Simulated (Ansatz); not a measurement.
WC:

```
W C
1.0
     0.00000    2.30211    2.30211
     2.30211    0.00000    2.30211
     2.30211    2.30211    0.00000
W C
1 1
Direct
  0.00000 0.00000 0.00000
  0.75000 0.75000 0.75000
```

The cell was built by a generator and needn't be a form met in nature.

| Property | Result |
| --- | --- |
| Program | Ansatz 0.2.0 |
| Task | relaxation of cell and atoms |
| Functional | HSE03 |
| Potentials or basis | Ansatz PAW |
| Cutoff | 420 eV (not typed: the program's choice for these potentials) |
| k mesh | 5 × 5 × 5 |
| Occupations | fermi-dirac, width 0.05 eV |
| Spin | no spin polarisation |

At the start: volume 12.20 Å³/atom.

**Question.** How do energy, volume and symmetry change on relaxing?

**Answer.** It ends after 7 steps and the volume is 12.68 Å³/atom (+3.9 %); space group F-43m (No. 216, to 0.05 Å).

The path:
| step | energy change (eV) | largest force (eV/Å) | volume (Å³) |
| --- | --- | --- | --- |
| 1 | 0.0000 | 0.0000 | 24.40 |
| 2 | -0.0319 | 0.0000 | 25.52 |
| 3 | -0.0331 | 0.0000 | 25.36 |
| 4 | -0.0331 | 0.0000 | 25.35 |
| 5 | -0.0348 | 0.0000 | 25.35 |
| 6 | -0.0348 | 0.0000 | 25.36 |
| 7 | -0.0348 | 0.0000 | 25.36 |

Final structure:
```
W C
1.0
     0.00000    2.33192    2.33192
     2.33192    0.00000    2.33192
     2.33192    2.33192    0.00000
W C
1 1
Cartesian
  0.0000 0.0000 0.0000
  3.4979 3.4979 3.4979
```

Caveat: the k mesh is coarse (spacing up to 0.47 Å⁻¹), so the values aren't converged, least of all with exact exchange; the plane-wave basis is chosen anew once the cell has moved, so the energies of steps on either side of that aren't comparable; the PAW data sets come from PBE, with cores solved anew for the run's functional, which leaves a small shift of forces and pressure.
